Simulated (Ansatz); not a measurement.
# Cis-OsH2(PH3)4 (P4OsH14): structure and electronic state

Aim: characterise cis-OsH2(PH3)4 (P4OsH14) as a singlet: its structure, frontier levels and distribution of charge.

Method: RKS PBE0-D4/def2-TZVP; program: Ansatz 0.2.0, Gaussian basis.

Levels to be run: relaxation at PBE-D4/def2-SVP; a single point at PBE0-D4/def2-TZVP.

2 further runs of the same task are left out: 2 set aside as unsound or not needed.

## 1. Starting geometry

19 atoms, charge 0, spin multiplicity 1.

Atoms are counted from 1 here; the program's logs count them from 0.

Bond lengths: Os1–H2 1.608 Å, Os1–P3 2.275 Å, Os1–H7 1.608 Å, Os1–P8 2.276 Å, Os1–P12 2.271 Å, Os1–P16 2.272 Å, P3–H4 1.392 Å, P3–H5 1.398 Å, P3–H6 1.392 Å, P8–H9 1.393 Å, P8–H10 1.392 Å, P8–H11 1.398 Å, P12–H13 1.395 Å, P12–H14 1.395 Å, P12–H15 1.387 Å, P16–H17 1.395 Å, P16–H18 1.387 Å, P16–H19 1.395 Å. Angles: H2–Os1–P3 175.7°, H2–Os1–H7 86.8°, H2–Os1–P8 88.8°, H2–Os1–P12 86.7°, H2–Os1–P16 86.8°, P3–Os1–H7 88.9°, P3–Os1–P8 95.5°, P3–Os1–P12 92.9°, P3–Os1–P16 93.0°, H7–Os1–P8 175.6°, H7–Os1–P12 86.8°, H7–Os1–P16 86.7°, P8–Os1–P12 92.9°, P8–Os1–P16 93.1°, P12–Os1–P16 171.0°, Os1–P3–H4 122.2°, Os1–P3–H5 124.1°, Os1–P3–H6 122.3° and more.

Geometry (Å):

```xyz
19

Os    0.3965   -0.0039    0.4242
H     0.3906    0.0255    2.0317
P     0.5773   -0.0471   -1.8435
H     1.2608    0.9365   -2.5531
H    -0.5137   -0.0279   -2.7174
H     1.1991   -1.0922   -2.5208
H     2.0011   -0.0440    0.5207
P    -1.8780    0.0572    0.4613
H    -2.5818    1.1020    1.0547
H    -2.6393   -0.9275    1.0847
H    -2.6818    0.0642   -0.6828
P     0.5756    2.2584    0.5122
H    -0.4949    3.0984    0.8195
H     0.9916    3.0322   -0.5714
H     1.4421    2.8650    1.4092
P     0.4627   -2.2689    0.5923
H    -0.6503   -3.0446    0.9173
H     1.2902   -2.8840    1.5198
H     0.8522   -3.0992   -0.4587
```

Formally the metal is d6. Os takes a core potential in the def2 sets. No spin-orbit coupling is included.

The start is a GFN2-xTB geometry.

## 2. Relaxation at PBE-D4/def2-SVP

Contents of in.yaml:

```yaml
crystal:
  periodic: [false, false, false]
  atoms:
    - {symbol: Os, position_ang: [0.396500, -0.003940, 0.424160]}
    - {symbol: H, position_ang: [0.390620, 0.025550, 2.031690]}
    - {symbol: P, position_ang: [0.577260, -0.047140, -1.843470]}
    - {symbol: H, position_ang: [1.260770, 0.936510, -2.553090]}
    - {symbol: H, position_ang: [-0.513740, -0.027910, -2.717440]}
    - {symbol: H, position_ang: [1.199150, -1.092210, -2.520750]}
    - {symbol: H, position_ang: [2.001100, -0.044040, 0.520730]}
    - {symbol: P, position_ang: [-1.877970, 0.057170, 0.461260]}
    - {symbol: H, position_ang: [-2.581810, 1.102040, 1.054730]}
    - {symbol: H, position_ang: [-2.639280, -0.927530, 1.084680]}
    - {symbol: H, position_ang: [-2.681750, 0.064230, -0.682770]}
    - {symbol: P, position_ang: [0.575560, 2.258390, 0.512220]}
    - {symbol: H, position_ang: [-0.494910, 3.098420, 0.819510]}
    - {symbol: H, position_ang: [0.991580, 3.032150, -0.571350]}
    - {symbol: H, position_ang: [1.442050, 2.865000, 1.409210]}
    - {symbol: P, position_ang: [0.462750, -2.268890, 0.592280]}
    - {symbol: H, position_ang: [-0.650290, -3.044590, 0.917300]}
    - {symbol: H, position_ang: [1.290230, -2.884040, 1.519790]}
    - {symbol: H, position_ang: [0.852180, -3.099180, -0.458680]}
basis:
  gaussian: {orbitals: def2-SVP}
hamiltonian: {xc: pbe, dispersion: d4}
scf: {lower_state_search: "off"}
output: {orbitals: {seedname: orbitals}}
relax: {f_tol: 0.02, max_steps: 100}
```

Launch:

```sh
$ ansatz run in.yaml --threads 4 --pin off --events-out ev --progress --plain --max-ram 8704MiB
```

Further steps of the session: Single point, PBE0-D4/def2-TZVP.

Q: Predict the results of all the runs planned. Wanted: point group; near neighbours of the metal; HOMO, LUMO at PBE0-D4/def2-TZVP; charge on the metal; dipole at PBE-D4/def2-SVP.

The runs gave:

| quantity | value |
| --- | --- |
| point group | C2v |
| near neighbours of the metal | H 1.68, P 2.34, H 1.68, P 2.34, P 2.31, P 2.31 Å |
| HOMO, LUMO at PBE0-D4/def2-TZVP | -5.97, 0.19 eV |
| charge on the metal (Mulliken, PBE0-D4/def2-TZVP) | -0.08 e |
| dipole at PBE-D4/def2-SVP | 1.95 D |

**Reading.** The molecule keeps its bonding pattern by the stored test; the atoms moved 0.13 Å (rms). The metal has 6 near neighbours by the distance rule, from 1.68 to 2.34 Å. The Mulliken charge of the metal, -0.08 e, depends on the basis and isn't its oxidation state. No usable vibrations, so a minimum isn't proven. Whether this spin is the lowest isn't tested here.
